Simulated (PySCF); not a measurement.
# C2F2H2 in PySCF: settings compared

Aim: see how the results for C2F2H2 move with the level of theory and the settings. Levels: PBE0, HF. Tasks: G0W0 quasiparticle levels, excitation energies (Tamm-Dancoff), CCSD(T) correlation energy.

Program: PySCF 2.14.0. These are calculated values, not measurements. Logs are shortened: lines on timing, memory, paths and dates and some standing lists are left out, and cuts for length are marked.

## Step 1: The molecule as given

The cell holds a molecule in a box, 6 atoms: a = 11.000 Å, b = 12.000 Å, c = 13.000 Å, α = 90.00°, β = 90.00°, γ = 90.00°.

## Step 2: G0W0 quasiparticle levels, PBE0

run.py

```python
import json
import numpy as np
from pyscf.pbc import gto, scf, dft, df
from pyscf.pbc.tools import pyscf_ase
from ase import Atoms

atoms = Atoms(['C', 'C', 'F', 'F', 'H', 'H'],
              cell=[[11.0, 0.0, 0.0], [0.0, 12.0, 0.0], [0.0, 0.0, 13.0]],
              scaled_positions=[[0.48548182, 0.54672083, 0.45615385], [0.50556364, 0.4745875, 0.53034615], [0.45466364, 0.47717083, 0.62169231], [0.57958182, 0.3889625, 0.52441538], [0.53185455, 0.53752083, 0.38353846], [0.42278182, 0.6145375, 0.46847692]],
              pbc=True)
cell = pyscf_ase.cell_from_ase(atoms)
cell.basis = 'def2-svp'
cell.exp_to_discard = 0
cell.precision = 1e-08
cell.max_memory = 2520  # MB
cell.verbose = 4
cell.build()

res = {}
kpts = cell.make_kpts([1, 1, 1])
mf = dft.KRKS(cell, kpts, xc='pbe0', exxdiv='ewald')
mf = mf.density_fit()
mf.with_df._cderi = 'cderi.h5'  # three-centre integrals saved by an earlier run on this cell, basis and mesh
mf.conv_tol = 1e-08
mf.max_cycle = 60

mf.kernel()
res.update(converged=bool(mf.converged), e_tot=mf.e_tot, nelec=cell.nelectron, nao=cell.nao, mesh=list(map(int, cell.mesh)), a=cell.lattice_vectors().tolist(), coords=cell.atom_coords().tolist(),
           mo_energy=[np.real(x).tolist() for x in mf.mo_energy], mo_occ=[np.real(x).tolist() for x in mf.mo_occ])
import h5py
print('fit functions by k pair:', sorted({v['0'].shape[0] for v in h5py.File(mf.with_df._cderi)['j3c'].values()}))
res.update(kpts=cell.get_scaled_kpts(kpts).tolist())
res['parts'] = {k: float(np.real(v)) for k, v in mf.scf_summary.items() if np.isscalar(v)}
json.dump(res, open('results.json', 'w'))
if not mf.converged:
    raise SystemExit('SCF not converged')

print('levels (eV)')
for i, kp in enumerate(res['kpts'][:40]):
    print('k %7.4f %7.4f %7.4f  ' % tuple(kp), ' '.join('%.3f' % (x * 27.211386) for x in res['mo_energy'][i][:21]))

# Mulliken populations
dm, s = np.asarray(mf.make_rdm1()), np.asarray(mf.get_ovlp())
sites = cell.aoslice_by_atom()[:, 2:]
tot = np.einsum('kij,kji->i', dm, s).real / len(kpts)
res['mulliken'] = [cell.atom_charge(i) - tot[a0:a1].sum() for i, (a0, a1) in enumerate(sites)]
print('Mulliken charges', np.round(res['mulliken'], 5))

from pyscf.pbc.gw.krgw_ac import KRGWAC
gw = KRGWAC(mf, frozen=4)
gw.fc = True
orbs = list(range(13, 19))
gw.kernel(orbs=orbs)
res['orbs'] = orbs
res['qp'] = np.asarray(gw.mo_energy).real.tolist()
res['done'] = True
json.dump(res, open('results.json', 'w'))
```

Potentials or basis: def2-svp (all-electron).

Command:

```
OMP_NUM_THREADS=2 python -u run.py > log
```

Standard output:

```text
Discarded 0 diffused primitive functions, 0 contracted functions

PySCF version 2.14.0

[INPUT] verbose = 4
[INPUT] num. atoms = 6
[INPUT] num. electrons = 32
[INPUT] charge = 0
[INPUT] spin (= nelec alpha-beta = 2S) = 0
[INPUT] symmetry False subgroup None
[INPUT] Mole.unit = angstrom
[INPUT] Symbol           X                Y                Z      unit          X                Y                Z       unit  Magmom
[INPUT]  1 C      5.340300020000   6.560649960000   5.930000050000 AA   10.091704460809  12.397831623539  11.206076013157 Bohr   0.0
[INPUT]  2 C      5.561200040000   5.695050000000   6.894499950000 AA   10.509144999520  10.762084765704  13.028716671328 Bohr   0.0
[INPUT]  3 F      5.001300040000   5.726049960000   8.082000030000 AA    9.451087342376  10.820666199977  15.272766595427 Bohr   0.0
[INPUT]  4 F      6.375400020000   4.667550000000   6.817399940000 AA   12.047759972347   8.820391172714  12.883018768226 Bohr   0.0
[INPUT]  5 H      5.850400050000   6.450249960000   4.985999980000 AA   11.055653813642  12.189205859387   9.422174419287 Bohr   0.0
[INPUT]  6 H      4.650600020000   7.374450000000   6.090199960000 AA    8.788360352697  13.935690819299  11.508809968237 Bohr   0.0

nuclear repulsion = 55.4238258192886
number of shells = 30
number of NR pGTOs = 110
number of NR cGTOs = 66
basis = def2-svp
ecp = {}
lattice vectors  a1 [20.786987370, 0.000000000, 0.000000000]
                 a2 [0.000000000, 22.676713495, 0.000000000]
                 a3 [0.000000000, 0.000000000, 24.566439619]
dimension = 3
low_dim_ft_type = None
Cell volume = 11580.1
exp_to_discard = 0
rcut = 19.991357747059048 (nimgs = [1 1 1])
precision = 1e-08
pseudo = None
ke_cutoff = 195193.49970104988
    = [4137 4513 4887] mesh (91241663247 PWs)

******** <class 'pyscf.pbc.dft.krks.KRKS'> ********
method = KRKS
initial guess = minao
damping factor = 0
level_shift factor = 0
DIIS = <class 'pyscf.scf.diis.CDIIS'>
diis_start_cycle = 1
diis_space = 8
diis_damp = 0
SCF conv_tol = 1e-08
SCF conv_tol_grad = None
SCF max_cycles = 60
direct_scf = True
direct_scf_tol = 1e-13

******** PBC SCF flags ********
N kpts = 1
Exchange divergence treatment (exxdiv) = ewald
    madelung (= occupied orbital energy shift) = 0.12451564812305682
    Total energy shift due to Ewald probe charge = -1/2 * Nelec*madelung = -1.99225036997
DF object = <pyscf.pbc.df.df.GDF object>
XC functionals = pbe0
small_rho_cutoff = 0
radial grids:
    Treutler-Ahlrichs [JCP 102, 346 (1995); DOI:10.1063/1.469408] (M4) radial grids

becke partition: Becke, JCP 88, 2547 (1988); DOI:10.1063/1.454033
pruning grids: <function nwchem_prune>
grids dens level: 3
symmetrized grids: False
atomic radii adjust function: <function treutler_atomic_radii_adjust>
Set gradient conv threshold to 0.0001

******** <class 'pyscf.pbc.df.rsdf_builder._RSNucBuilder'> ********
mesh = [39 41 45] (71955 PWs)
ke_cutoff = 15.35428177178112
omega = 0.49358133991954745
exclude_d_aux = False
exclude_dd_block = True
j2c_eig_always = False
has_long_range = True
tot grids = 76376
cell vol = 11580.142  sum(weights) = 11589.0913
nelec by numeric integration = 32.00000186805415
init E= -277.253997348441
  HOMO = -0.264861559428  LUMO = 0.0177959441382  gap/eV = 7.69150
nelec by numeric integration = 32.000003230446765
cycle= 1 E= -276.490658712212  delta_E= 0.763  |g|= 0.657  |ddm|= 2.52
  HOMO = -0.270154806104  LUMO = 0.0172280511013  gap/eV = 7.82009
nelec by numeric integration = 32.000002247370816
cycle= 2 E= -276.403568951251  delta_E= 0.0871  |g|= 0.931  |ddm|=  1.1
  HOMO = -0.268131421343  LUMO = 0.041041671275  gap/eV = 8.41303
nelec by numeric integration = 32.000002924698705
cycle= 3 E= -276.572702468848  delta_E= -0.169  |g|= 0.0632  |ddm|= 0.692
  HOMO = -0.27368666373  LUMO = 0.0354698593239  gap/eV = 8.41258
nelec by numeric integration = 32.00000285376605
cycle= 4 E= -276.573486323244  delta_E= -0.000784  |g|= 0.0372  |ddm|= 0.102
  HOMO = -0.274546601785  LUMO = 0.0360292036519  gap/eV = 8.45120
nelec by numeric integration = 32.00000288277046
cycle= 5 E= -276.573770104796  delta_E= -0.000284  |g|= 0.00671  |ddm|= 0.033
  HOMO = -0.273279699138  LUMO = 0.0373369544867  gap/eV = 8.45231
nelec by numeric integration = 32.00000287979604
cycle= 6 E= -276.573779834861  delta_E= -9.73e-06  |g|= 0.00177  |ddm|= 0.00669
  HOMO = -0.273571769331  LUMO = 0.0371146849555  gap/eV = 8.45421
nelec by numeric integration = 32.000002881403034
cycle= 7 E= -276.573780596594  delta_E= -7.62e-07  |g|= 0.000149  |ddm|= 0.00141
  HOMO = -0.273560865308  LUMO = 0.037124107993  gap/eV = 8.45417
nelec by numeric integration = 32.00000288159771
cycle= 8 E= -276.573780601441  delta_E= -4.85e-09  |g|= 3.05e-05  |ddm|= 0.000148
  HOMO = -0.273565623807  LUMO = 0.0371192526488  gap/eV = 8.45417
nelec by numeric integration = 32.00000288166067
Extra cycle  E= -276.573780601236  delta_E= 2.05e-10  |g|= 4.1e-05  |ddm|= 7.2e-05
converged SCF energy = -276.573780601236
fit functions by k pair: [218]
levels (eV)
k  0.0000  0.0000  0.0000   -675.028 -675.024 -282.896 -278.445 -35.526 -33.724 -21.648 -17.794 -16.231 -14.728 -14.539 -12.510 -12.403 -12.092 -11.451 -7.444 1.010 3.067 3.246 4.773 6.417
Mulliken charges [-0.20257  0.37502 -0.16377 -0.16378  0.07752  0.07759]

******** <class 'pyscf.pbc.gw.krgw_ac.KRGWAC'> ********
method = KRGWAC
GW nocc = 12, nvir = 50, nkpts = 1
frozen orbitals = 4
orbital list = [13, 14, 15, 16, 17, 18]
off-diagonal self-energy = False
GW density matrix = False
density-fitting for exchange = False
outcore for self-energy= False
finite size corrections = True
grids for finite size corrections = False
broadening parameter = 5.000e-03
number of grids = 100
analytic continuation method = pade
imaginary frequency cutoff = 5.0
Pade points = 18
Pade step ratio = 0.667
use perturbative linearized QP eqn = False
QPE max iter = 100
QPE tolerance = 1.0e-06

WARN: GW QP energies may not be sorted from min to max
```

Wall time 27 s (2 threads of Intel Xeon at 2.50GHz (Skylake/Cascade Lake), shared host); peak memory 1.9 GiB.

Results:

* Free energy: -7525.9560 eV
* Gap between the frontier levels, mean-field level: 8.45 eV
* Mulliken charges: C -0.20, +0.38; F -0.16; H +0.08 e
* Quasiparticle gap: 13.61 eV

Caveat: the basis is small and the box finite, so much correlation energy is missing and levels can be off by tenths of an eV; Mulliken charges move with the basis; this is a molecule in a periodic box at the Γ point, so its band gap is the HOMO-LUMO gap; total energy, band gap and charges are those of the mean-field reference; the basis of atomic orbitals isn't converged, which shifts pressures, moduli and gaps.

## Step 3: Excitation energies (Tamm-Dancoff), PBE0

Edit run.py of step 2 so:

```diff
@@ -48,9 +48,9 @@
 
-from pyscf.pbc.gw.krgw_ac import KRGWAC
-gw = KRGWAC(mf, frozen=4)
-gw.fc = True
-orbs = list(range(13, 19))
-gw.kernel(orbs=orbs)
-res['orbs'] = orbs
-res['qp'] = np.asarray(gw.mo_energy).real.tolist()
+from pyscf.pbc import tdscf
+td = tdscf.KTDA(mf)
+td.nstates = 5
+td.kshift_lst = [0]
+td.conv_tol = 1e-5
+td.kernel()
+res.update(excitations=np.real(td.e[0]).tolist(), post_converged=bool(np.all(td.converged)))
 res['done'] = True
```

Potentials or basis: def2-svp (all-electron).

Command:

```
OMP_NUM_THREADS=2 python -u run.py > log
```

Standard output:

```text
Discarded 0 diffused primitive functions, 0 contracted functions

PySCF version 2.14.0

[INPUT] verbose = 4
[INPUT] num. atoms = 6
[INPUT] num. electrons = 32
[INPUT] charge = 0
[INPUT] spin (= nelec alpha-beta = 2S) = 0
[INPUT] symmetry False subgroup None
[INPUT] Mole.unit = angstrom
[INPUT] Symbol           X                Y                Z      unit          X                Y                Z       unit  Magmom
[INPUT]  1 C      5.340300020000   6.560649960000   5.930000050000 AA   10.091704460809  12.397831623539  11.206076013157 Bohr   0.0
[INPUT]  2 C      5.561200040000   5.695050000000   6.894499950000 AA   10.509144999520  10.762084765704  13.028716671328 Bohr   0.0
[INPUT]  3 F      5.001300040000   5.726049960000   8.082000030000 AA    9.451087342376  10.820666199977  15.272766595427 Bohr   0.0
[INPUT]  4 F      6.375400020000   4.667550000000   6.817399940000 AA   12.047759972347   8.820391172714  12.883018768226 Bohr   0.0
[INPUT]  5 H      5.850400050000   6.450249960000   4.985999980000 AA   11.055653813642  12.189205859387   9.422174419287 Bohr   0.0
[INPUT]  6 H      4.650600020000   7.374450000000   6.090199960000 AA    8.788360352697  13.935690819299  11.508809968237 Bohr   0.0

nuclear repulsion = 55.4238258192886
number of shells = 30
number of NR pGTOs = 110
number of NR cGTOs = 66
basis = def2-svp
[... 77 lines left out ...]
  HOMO = -0.273571769331  LUMO = 0.0371146849555  gap/eV = 8.45421
nelec by numeric integration = 32.00000288140304
cycle= 7 E= -276.573780596594  delta_E= -7.62e-07  |g|= 0.000149  |ddm|= 0.00141
  HOMO = -0.273560865308  LUMO = 0.037124107993  gap/eV = 8.45417
nelec by numeric integration = 32.0000028815977
cycle= 8 E= -276.573780601441  delta_E= -4.85e-09  |g|= 3.05e-05  |ddm|= 0.000148
  HOMO = -0.273565623807  LUMO = 0.0371192526488  gap/eV = 8.45417
nelec by numeric integration = 32.00000288166066
Extra cycle  E= -276.573780601236  delta_E= 2.05e-10  |g|= 4.1e-05  |ddm|= 7.2e-05
converged SCF energy = -276.573780601236
fit functions by k pair: [218]
levels (eV)
k  0.0000  0.0000  0.0000   -675.028 -675.024 -282.896 -278.445 -35.526 -33.724 -21.648 -17.794 -16.231 -14.728 -14.539 -12.510 -12.403 -12.092 -11.451 -7.444 1.010 3.067 3.246 4.773 6.417
Mulliken charges [-0.20257  0.37502 -0.16377 -0.16378  0.07752  0.07759]

******** <class 'pyscf.pbc.tdscf.krks.TDA'> for <class 'pyscf.pbc.dft.krks.KRKS'> ********
nstates = 5 singlet
deg_eia_thresh = 1.000e-03
kshift_lst = [0]
wfnsym = None
conv_tol = 1e-05
eigh lindep = 1e-12
eigh level_shift = 0
eigh max_cycle = 100

nelec by numeric integration = 32.00000288166066

******** <class 'pyscf.pbc.df.rsdf_builder._RSNucBuilder'> ********
mesh = [39 41 45] (71955 PWs)
ke_cutoff = 15.35428177178112
omega = 0.49358133991954745
exclude_d_aux = False
exclude_dd_block = True
j2c_eig_always = False
has_long_range = True
kshift = 0  Excited State energies (eV)
[ 8.72958158  8.9361146   9.11855886 10.38511094 10.39280714]
```

Wall time 67 s (2 threads of Intel Xeon at 2.50GHz (Skylake/Cascade Lake), shared host); peak memory 1.9 GiB.

Results:

```
Free energy                     : -7525.9560 eV
Gap between the frontier levels : 8.45 eV
Mulliken charges                : C -0.20, +0.38; F -0.16; H +0.08 e
```

Levels at points of the mesh, in eV from the valence-band top:
```
           k point  band 14  band 15  band 16  band 17  band 18  band 19
(0.00, 0.00, 0.00)    -4.65    -4.01     0.00     8.45    10.51    10.69
```

Lowest excitation energies (eV): 8.73, 8.94, 9.12, 10.39, 10.39

Caveat: the basis is small and the box finite, so much correlation energy is missing and levels can be off by tenths of an eV; Mulliken charges move with the basis; the iterative solver can pass over a root and still report convergence; this is a molecule in a periodic box at the Γ point, so its band gap is the HOMO-LUMO gap; total energy, band gap and charges are those of the mean-field reference; the basis of atomic orbitals isn't converged, which shifts pressures, moduli and gaps.

[end of part 1 of 2]
